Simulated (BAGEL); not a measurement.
# C2H7BO (SMILES CBOC) at HF/6-31G(d) (density fitting with qzvpp-jkfit, spherical functions)

What is the vertical ionisation energy of C2H7BO at HF/6-31G* (density fitting with qzvpp-jkfit, spherical functions)? 

The results are computed with BAGEL 1.2.2.

4 further runs of the same task are left out: 4 that didn't finish. Runs told in other sessions of the task aren't counted.

**1. The molecule**

The species is C2H7BO (11 atoms), meant as a singlet with charge 0. SMILES: `CBOC`. The coordinates come from a PBE0-D4/def2-TZVP relaxation. This is one conformer, not always the lowest.

Bond lengths: C1–B2 1.560 Å, B2–O3 1.348 Å, O3–C4 1.411 Å, C1–H5 1.091 Å, C1–H6 1.096 Å, C1–H7 1.096 Å, B2–H8 1.208 Å, C4–H9 1.092 Å, C4–H10 1.094 Å, C4–H11 1.092 Å. Some angles: C1–B2–O3 119.6°, B2–O3–C4 122.3°, C1–B2–H8 122.0°, O3–B2–H8 118.4°, B2–C1–H5 113.4°, B2–C1–H6 110.3°, B2–C1–H7 110.1°, O3–C4–H9 109.0°, O3–C4–H10 111.4°, O3–C4–H11 109.1°.

**2. The energy at HF/6-31G(d) (density fitting with qzvpp-jkfit, spherical functions)**

job.json

```json
{ "bagel" : [

{
  "title" : "molecule",
  "basis" : "6-31gs.json",
  "df_basis" : "qzvpp-jkfit",
  "angstrom" : true,
  "geometry" : [
    { "atom" : "C", "xyz" : [      -1.306200,       1.341700,      -0.364700 ] },
    { "atom" : "B", "xyz" : [      -0.434700,       0.206700,       0.257100 ] },
    { "atom" : "O", "xyz" : [       0.626600,      -0.267100,      -0.425200 ] },
    { "atom" : "C", "xyz" : [       1.454400,      -1.289700,       0.083900 ] },
    { "atom" : "H", "xyz" : [      -0.966000,       1.657000,      -1.352600 ] },
    { "atom" : "H", "xyz" : [      -2.351400,       1.021300,      -0.437600 ] },
    { "atom" : "H", "xyz" : [      -1.315700,       2.214600,       0.297900 ] },
    { "atom" : "H", "xyz" : [      -0.678700,      -0.268200,       1.340800 ] },
    { "atom" : "H", "xyz" : [       1.446400,      -2.133000,      -0.610100 ] },
    { "atom" : "H", "xyz" : [       1.113800,      -1.626100,       1.067400 ] },
    { "atom" : "H", "xyz" : [       2.476800,      -0.914200,       0.163700 ] }
  ]
},

{
  "title" : "hf"
},

{
  "title" : "print",
  "file" : "orbitals.molden",
  "orbitals" : true
}

]}
```

The basis set 6-31G* is read from a file made from the Basis Set Exchange's data (not shown).

Launch:

```bash
$ BAGEL_NUM_THREADS=1 BAGEL job.json > job.out
```

What it wrote:

```text
* using 1 threads per process

  ===============================================================
  ===============================================================

  *** Geometry ***

  { "atom" : "C", "xyz" : [     -2.468360,      2.535446,     -0.689183 ] },
  { "atom" : "B", "xyz" : [     -0.821464,      0.390606,      0.485849 ] },
  { "atom" : "O", "xyz" : [      1.184102,     -0.504746,     -0.803512 ] },
  { "atom" : "C", "xyz" : [      2.748418,     -2.437180,      0.158548 ] },
  { "atom" : "H", "xyz" : [     -1.825475,      3.131276,     -2.556044 ] },
  { "atom" : "H", "xyz" : [     -4.443502,      1.929977,     -0.826944 ] },
  { "atom" : "H", "xyz" : [     -2.486313,      4.184987,      0.562949 ] },
  { "atom" : "H", "xyz" : [     -1.282557,     -0.506825,      2.533745 ] },
  { "atom" : "H", "xyz" : [      2.733300,     -4.030786,     -1.152922 ] },
  { "atom" : "H", "xyz" : [      2.104777,     -3.072884,      2.017094 ] },
  { "atom" : "H", "xyz" : [      4.680474,     -1.727588,      0.309348 ] },

  Number of auxiliary basis functions:      428

  Since a DF basis is specified, we compute 2- and 3-index integrals:
    o Being stored without compression. Storage requirement is 0.017 GB

  Number of basis functions:       70
  Number of electrons      :       32

    * METHOD: MOLECULE                             0.12

  *** RHF ***

  === Nuclear Repulsion ===
   114.5372920397

      * DIIS with orbital gradients will be used.

  === RHF iteration (6-31gs.json) ===
      0       -179.22705773          0.02101925           0.02
      1       -179.34901421          0.01226441           0.02
      2       -179.39421520          0.00225384           0.02
      3       -179.39620411          0.00054192           0.02
      4       -179.39632644          0.00008761           0.02
      5       -179.39633105          0.00001727           0.02
      6       -179.39633124          0.00000638           0.02
      7       -179.39633127          0.00000158           0.02
      8       -179.39633127          0.00000052           0.02
      9       -179.39633127          0.00000020           0.02
     10       -179.39633127          0.00000007           0.02
     11       -179.39633127          0.00000003           0.02
     12       -179.39633127          0.00000001           0.02
    * SCF iteration converged.

    * Permanent dipole moment:
           (   -0.219544,     0.348435,    -0.260947) a.u.

    * METHOD: HF                                   0.34

    * METHOD: PRINT                                0.01

  ===============================================================
```

It took 0.66 s on 1 thread of AMD EPYC 9R45 (Zen 5), shared host.

**3. The doublet cation, same level**

input.json

```json
{ "bagel": [

{
  "title": "molecule",
  "basis": "6-31gs.json",
  "df_basis": "qzvpp-jkfit",
  "angstrom": "true",
  "geometry": [
    { "atom": "C", "xyz": [      -1.306200,       1.341700,      -0.364700 ] },
    { "atom": "B", "xyz": [      -0.434700,       0.206700,       0.257100 ] },
    { "atom": "O", "xyz": [       0.626600,      -0.267100,      -0.425200 ] },
    { "atom": "C", "xyz": [       1.454400,      -1.289700,       0.083900 ] },
    { "atom": "H", "xyz": [      -0.966000,       1.657000,      -1.352600 ] },
    { "atom": "H", "xyz": [      -2.351400,       1.021300,      -0.437600 ] },
    { "atom": "H", "xyz": [      -1.315700,       2.214600,       0.297900 ] },
    { "atom": "H", "xyz": [      -0.678700,      -0.268200,       1.340800 ] },
    { "atom": "H", "xyz": [       1.446400,      -2.133000,      -0.610100 ] },
    { "atom": "H", "xyz": [       1.113800,      -1.626100,       1.067400 ] },
    { "atom": "H", "xyz": [       2.476800,      -0.914200,       0.163700 ] }
  ]
},

{
  "title": "uhf",
  "charge": 1,
  "nopen": 1
},

{
  "title": "print",
  "file": "orbitals.molden",
  "orbitals": "true"
}

]}
```

The basis set 6-31G* is read from a file made from the Basis Set Exchange's data (not shown).

Launch:

```bash
$ BAGEL_NUM_THREADS=1 BAGEL input.json > input.out
```

What it wrote:

```text
* using 1 threads per process

  ===============================================================
  ===============================================================

  *** Geometry ***

  { "atom" : "C", "xyz" : [     -2.468360,      2.535446,     -0.689183 ] },
  { "atom" : "B", "xyz" : [     -0.821464,      0.390606,      0.485849 ] },
  { "atom" : "O", "xyz" : [      1.184102,     -0.504746,     -0.803512 ] },
  { "atom" : "C", "xyz" : [      2.748418,     -2.437180,      0.158548 ] },
  { "atom" : "H", "xyz" : [     -1.825475,      3.131276,     -2.556044 ] },
  { "atom" : "H", "xyz" : [     -4.443502,      1.929977,     -0.826944 ] },
  { "atom" : "H", "xyz" : [     -2.486313,      4.184987,      0.562949 ] },
  { "atom" : "H", "xyz" : [     -1.282557,     -0.506825,      2.533745 ] },
  { "atom" : "H", "xyz" : [      2.733300,     -4.030786,     -1.152922 ] },
  { "atom" : "H", "xyz" : [      2.104777,     -3.072884,      2.017094 ] },
  { "atom" : "H", "xyz" : [      4.680474,     -1.727588,      0.309348 ] },

  Number of auxiliary basis functions:      428

  Since a DF basis is specified, we compute 2- and 3-index integrals:
    o Being stored without compression. Storage requirement is 0.017 GB

  Number of basis functions:       70
  Number of electrons      :       32

    * METHOD: MOLECULE                             0.10

  *** Open-shell HF ***

  === Nuclear Repulsion ===
   114.5372920397

      * DIIS with orbital gradients will be used.

  === UHF iteration (6-31gs.json) ===
      0       -178.83975584          0.03932187           0.04
      1       -178.93911022          0.02982079           0.04
      2       -178.96779639          0.02220415           0.04
      3       -179.00508263          0.00151276           0.04
      4       -179.00587811          0.00067077           0.04
      5       -179.00606826          0.00044318           0.04
      6       -179.00626605          0.00028041           0.04
      7       -179.00637037          0.00016581           0.04
      8       -179.00642262          0.00010480           0.04
      9       -179.00644375          0.00008299           0.04
[... 18 lines of this table left out ...]
     28       -179.00647880          0.00000006           0.04
     29       -179.00647880          0.00000003           0.04
     30       -179.00647880          0.00000001           0.04
     31       -179.00647880          0.00000001           0.04
    * SCF iteration converged.

    * S^2 (UHF) is 0.7727

    * Permanent dipole moment:
           (    1.052001,    -0.518423,    -0.604456) a.u.

    * METHOD: UHF                                  1.24

    * METHOD: PRINT                                0.01

  ===============================================================
```

Wall time 1.5 s (1 thread of AMD EPYC 9R45 (Zen 5), shared host).

**4. What came out**

At HF/6-31G* (density fitting with qzvpp-jkfit, spherical functions):

```
                                          quantity          value
                      singlet C2H7BO: total energy  -179.39633 Eh
                     singlet C2H7BO: dipole moment         1.24 D
                       singlet C2H7BO: HOMO energy      -11.91 eV
                       singlet C2H7BO: LUMO energy        4.71 eV
                     singlet C2H7BO: HOMO–LUMO gap       16.62 eV
                      doublet cation: total energy  -179.00648 Eh
                              doublet cation: ⟨S²⟩          0.773
vertical ionisation energy (to the doublet cation)      10.608 eV
```

What this shows: The vertical ionisation energy comes to 10.61 eV (245 kcal/mol). The negative HOMO energy of the first species, 11.91 eV, lies 1.30 eV above that difference.
